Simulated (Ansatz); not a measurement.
This script for the Ansatz DFT code, driven from Python starts 4 runs on MnV, space group Pm-3m. What input does the engine get in each?

Script `smear_mnv.py`:
```python
"""Smearing width test for MnV."""

import warnings

import ansatz as az
from tabulate import tabulate


def main() -> None:
    warnings.simplefilter("ignore", az.DeckWarning)

    crystal = (
        az.Lattice.cubic(2.9)
        .space_group(221)
        .atom("Mn", (0.0, 0.0, 0.0))
        .atom("V", (0.5, 0.5, 0.5))
        .moments(Mn=4, V=1.5)
    )

    model = (
        crystal.calculation()
        .spin(az.SpinTreatment.COLLINEAR)  # spin-polarised run
        .functional(az.Functional.PBESOL)
        .kpoints(mesh=(7, 7, 7))
    )

    rows = []
    for value in [0.3, 0.2, 0.1, 0.05]:
        summary = model.occupations("cold", width=value).run(threads=1).report
        rows.append((value, summary["free_energy_ev"] / len(summary["lattice"]["sites"]), summary["n_iterations"], summary["magnetization_mub"], summary["n_kpoints"]))

    print(tabulate(rows, headers=["width (eV)", "F/atom (eV)", "iterations", "moment (muB)", "k-points"], floatfmt=".4f", tablefmt="github"))

    # differences from the last row
    for row in rows[:-1]:
        shift = 1000 * (row[1] - rows[-1][1])
        print(f"{row[0]}: {shift:+.2f} meV/atom" + ("  (within 5 meV)" if abs(shift) < 5 else ""))


if __name__ == "__main__":
    main()
```

Run 1:
```yaml
crystal:
  lattice:
    bravais: cubic
    a: 2.9
  space_group: 221
  atoms:
    - { symbol: Mn, position: [0.0, 0.0, 0.0] }
    - { symbol: V, position: [0.5, 0.5, 0.5] }
kpoints:
  mp_grid:
    grid: [7, 7, 7]
hamiltonian:
  xc: pbesol
magnetization:
  spin_polarized: true
  per_species:
    Mn: 4.0
    V: 1.5
scf:
  occupations:
    method: cold
    width: 0.3
```

Run 2, against run 1:
```diff
-    width: 0.3
+    width: 0.2
```

Run 3, against run 1:
```diff
-    width: 0.3
+    width: 0.1
```

Run 4, against run 1:
```diff
-    width: 0.3
+    width: 0.05
```

```console
$ python smear_mnv.py
RunWarning: the starting moments were not kept: the SCF closed with an absolute magnetisation of 3.7e-4 μB, where they sum to 5.5 μB in size (2 sites). That is at most 0.1 of that sum. Measured as [...]
|   width (eV) |   F/atom (eV) |   iterations |   moment (muB) |   k-points |
|--------------|---------------|--------------|----------------|------------|
|       0.3000 |    -3377.2977 |           21 |        -0.0001 |         20 |
|       0.2000 |    -3377.2992 |           20 |        -0.0000 |         20 |
|       0.1000 |    -3377.3001 |           17 |         0.0000 |         20 |
|       0.0500 |    -3377.2994 |           25 |         0.0001 |         20 |
0.3: +1.75 meV/atom  (within 5 meV)
0.2: +0.18 meV/atom  (within 5 meV)
0.1: -0.64 meV/atom  (within 5 meV)
```
(Warnings from the package without file and line, shortened, repeats left out.)

Going from 0.05 to 0.3 eV changes F by +1.7 meV an atom. This scheme is built to cancel the term in the square of the width, so the shifts stay small and are partly the mesh's error.

The SCF didn't keep the moments it started from (some shrank, vanished or turned); what is printed is the state reached. The mesh is modest for a metal, so energies can be off by several to tens of meV an atom and pressures by half a GPa or more; differences at equal mesh fare better. The overall sign of a collinear moment is arbitrary, and semilocal functionals can give small moments to compounds that are paramagnetic. The narrowest width needs the finest mesh, so the last row is no converged reference. The starting cell is as deposited in a crystallographic database; the results hold for this polymorph, which needn't be the stable one. The script silences the warnings on its input, which a real study should read. Run time: 18 s on 1 thread of Intel(R) Xeon(R) Platinum 8259CL CPU @ 2.50GHz (Skylake/Cascade Lake), with other jobs on the host, peak memory 0.41 GiB.

(Lines on the test bed's own set-up are left out of the output.)
